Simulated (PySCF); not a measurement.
# GaB (triplet) with other numerical set-ups

The method stays; parts of the set-up, such as the basis or the Hamiltonian, are changed.

Program: PySCF 2.14.0. Level of theory: method and basis as typed in the scripts. These are calculated values, not measurements.

## (1) Where the work starts

GaB (triplet): 2 atoms, charge 0, spin multiplicity 3.

Bond lengths: Ga1–B2 2.020 Å.

## (2) The run that the others are compared with

input.py

```python
from pyscf import gto, scf

mol = gto.M(
    atom='Ga 0 0 0; B 0 0 2.02',
    basis='def2-svpd',
    charge=0,
    spin=2,
    symmetry=True,
    verbose=4,
)
mf = scf.UHF(mol)
mf.kernel()
mf.dip_moment()
print('orbital energies (hartree):', [e[max(0, n-3):n+3].round(4) for e, n in zip(mf.mo_energy, mol.nelec)])
```

Command:

```
$ OMP_NUM_THREADS=1 python input.py
```

The log of this run is left out.

It gives: E(SCF) = -1947.495524 Eh, ⟨S²⟩ = 2.107, μ = 1.95 D.

The bond length is a typed value, not an optimised one. The triplet is typed in the script; nothing here shows that it is the ground state.

## (3) Ano-rcc-vdzp (X2C on)

Variant 1 changes basis set: def2-svpd → ano-rcc-vdzp; spin-free X2C: off → on.

input.py

```python
from pyscf import gto, scf

mol = gto.M(
    atom='Ga 0 0 0; B 0 0 2.02',
    basis='ano-rcc-vdzp',
    charge=0,
    spin=2,
    symmetry=True,
    verbose=4,
)
mf = scf.UHF(mol)
mf = mf.sfx2c1e()
mf.kernel()
mf.dip_moment()
print('orbital energies (hartree):', [e[max(0, n-3):n+3].round(4) for e, n in zip(mf.mo_energy, mol.nelec)])
```

Command:

```
$ OMP_NUM_THREADS=1 python input.py
```

## (4) Cc-pvdz

Variant 2 changes basis set: def2-svpd → cc-pvdz.

Changes to input.py since step 2:

```diff
@@ -4,3 +4,3 @@
     atom='Ga 0 0 0; B 0 0 2.02',
-    basis='def2-svpd',
+    basis='cc-pvdz',
     charge=0,
```

## (5) Cartesian functions on

Variant 3 changes Cartesian functions: off → on.

Changes to input.py since step 2:

```diff
@@ -8,2 +8,3 @@
     symmetry=True,
+    cart=True,
     verbose=4,
```

## (6) Density fitting def2-universal-jkfit

Variant 4 changes density fitting: none → def2-universal-jkfit.

Changes to input.py since step 2:

```diff
@@ -11,2 +11,3 @@
 mf = scf.UHF(mol)
+mf = mf.density_fit(auxbasis='def2-universal-jkfit')
 mf.kernel()
```

What does the calculation give? Wanted: for each run, E(SCF); from base; gap, α spin; dipole.

As calculated:

```csv
run,E(SCF) (hartree),from base (eV),cycles,"gap, α spin (eV)",dipole (D),functions
base,-1947.495524,0,18,8.00,1.95,58
ano-rcc-vdzp (X2C on),-1966.739647,not comparable,18,8.27,1.93,41
cc-pvdz,-1947.739350,-6.6348,17,8.24,1.94,41
Cartesian functions on,-1947.505172,-0.2625,18,7.98,1.99,64
density fitting def2-universal-jkfit,-1947.495404,+0.0033,18,8.00,1.95,58
```

Of the runs whose energies can be compared, “cc-pvdz” moves the SCF energy most (-6.635 eV). cc-pvdz (41 functions) gives an energy 6.63 eV lower than def2-svpd (58); size alone doesn't order basis sets of different families.
